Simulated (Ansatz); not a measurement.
# As2Se: the cost of one run

Program: Ansatz 0.2.0. Level of theory: DFT PBE, scalar-relativistic, plane waves, PAW. These are calculated values, not measurements.

## Step 1: The starting structure

Symmetry: F-43m, No. 216, cubic system. Conventional cell: a = 6.552 Å, b = 6.552 Å, c = 6.552 Å, α = 90.00°, β = 90.00°, γ = 90.00°. Around As (site symmetry -43m) lie 4 As at 2.84 Å and 4 Se at 2.84 Å. As (site symmetry -43m) has 4 As at 2.84 Å in its first shell of neighbours. Se (site symmetry -43m) is surrounded by 4 As at 2.84 Å.

Structure file:

```
As Se
1.0
     0.00000    3.27614    3.27614
     3.27614    0.00000    3.27614
     3.27614    3.27614    0.00000
As Se
2 1
Direct
  0.25000 0.25000 0.25000
  0.50000 0.50000 0.50000
  0.00000 0.00000 0.00000
```

Recipe of the guess: species swapped into a database cell of Cu2Se (F-43m, No. 216), with As on the Cu sites. The dimensions are guesses.

## Step 2: A first look at the guess

The input, input.yaml:

```yaml
crystal:
  lattice:
    - [0.0, 3.27614049, 3.27614049]
    - [3.27614049, 0.0, 3.27614049]
    - [3.27614049, 3.27614049, 0.0]
  atoms:
    - { symbol: As, position: [0.25, 0.25, 0.25] }
    - { symbol: As, position: [0.5, 0.5, 0.5] }
    - { symbol: Se, position: [0.0, 0.0, 0.0] }
basis:
  ecutwfc: 420
kpoints:
  mp_grid: { grid: [4, 4, 4] }
hamiltonian:
  xc: pbe
scf:
  occupations: { method: gaussian, width: 0.1 }
  lower_state_search: "off"
output:
  forces: true
  stress: true
  eigenvalues: true
```

Started as:

```bash
$ ansatz run input.yaml --threads 1 --pin off --max-ram 2560MiB --backend cpu --events-out ev --progress --plain --runs-dir out
```

**Question.** How long does this run take on 1 thread of Intel Xeon at 2.50GHz (Skylake/Cascade Lake), shared host, and how much memory does it need?

About 3.5 s, with a peak of 0.35 GiB.
